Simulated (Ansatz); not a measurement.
Ba2Tl5V3O12 in Ansatz: the effect of Hubbard term

The system is Ba2Tl5V3O12.

```
Ba V Tl O
1.0
     6.65272    0.04946    0.02017
     2.86070    8.36464    0.00384
     2.68279    2.46936    9.19569
Ba V Tl O
2 3 5 12
Direct
  0.80419 0.04665 0.02264
  0.21205 0.95157 0.34012
  0.74540 0.70796 0.33582
  0.25963 0.26599 0.03225
  0.04074 0.07695 0.66106
  0.25636 0.39847 0.35003
  0.58966 0.34866 0.60553
  0.57327 0.88069 0.66842
  0.74552 0.49664 0.11648
  0.11891 0.64206 0.74303
  0.28433 0.09717 0.54175
  0.85350 0.49575 0.34386
  0.40255 0.20448 0.17282
  0.88414 0.05377 0.55967
  0.14017 0.47956 0.98899
  0.54627 0.73631 0.48712
  0.90594 0.24279 0.73262
  0.61543 0.80058 0.18857
  0.05538 0.16451 0.10164
  0.08209 0.90404 0.80708
  0.44178 0.20123 0.89187
  0.94269 0.80417 0.30862
```

The cell was built by a generator and needn't be a form met in nature.

Alike in all runs:

| Quantity | Value |
| --- | --- |
| Program | Ansatz 0.2.0 |
| Task | projected density of states |
| Functional | PBE |
| Potentials or basis | Ansatz PAW |
| Cutoff | 420 eV (not typed: the program's choice for these potentials) |
| k mesh | 5 × 4 × 3 |
| Occupations | fermi-dirac, width 0.05 eV |
| Spin | collinear spin, ferromagnetic start |
| Starting moments | [0.0, 0.0, 2.0, 2.0, 2.0, 0.0, 0.0, 0.0, 0.0, 0.0, 0.0, 0.0, 0.0, 0.0, 0.0, 0.0, 0.0, 0.0, 0.0, 0.0, 0.0, 0.0] μB |
| Hubbard projectors | ortho-atomic (the default) |
| Double counting | fll (the default) |

| Hubbard term | pressure (GPa) | largest force (eV/Å) |
| --- | --- | --- |
| V d U = 2 eV | 0.1 | 0.06 |
| V d U = 4 eV | 0.3 | 0.12 |
| V d U = 6 eV | ? | ? |

**Question.** What does the run with Hubbard term V d U = 6 eV give?

**Answer.** Pressure 0.5 GPa; largest force 0.20 eV/Å.

Caveats: the magnetic or orbital state may not be the lowest; odd divisions of the mesh miss points on the zone boundary, where band edges often lie, so the gap on the mesh can be too wide; spin-orbit coupling is left out, which as a rule narrows the gap of such compounds by several tenths of an eV; the starting moments weren't kept.
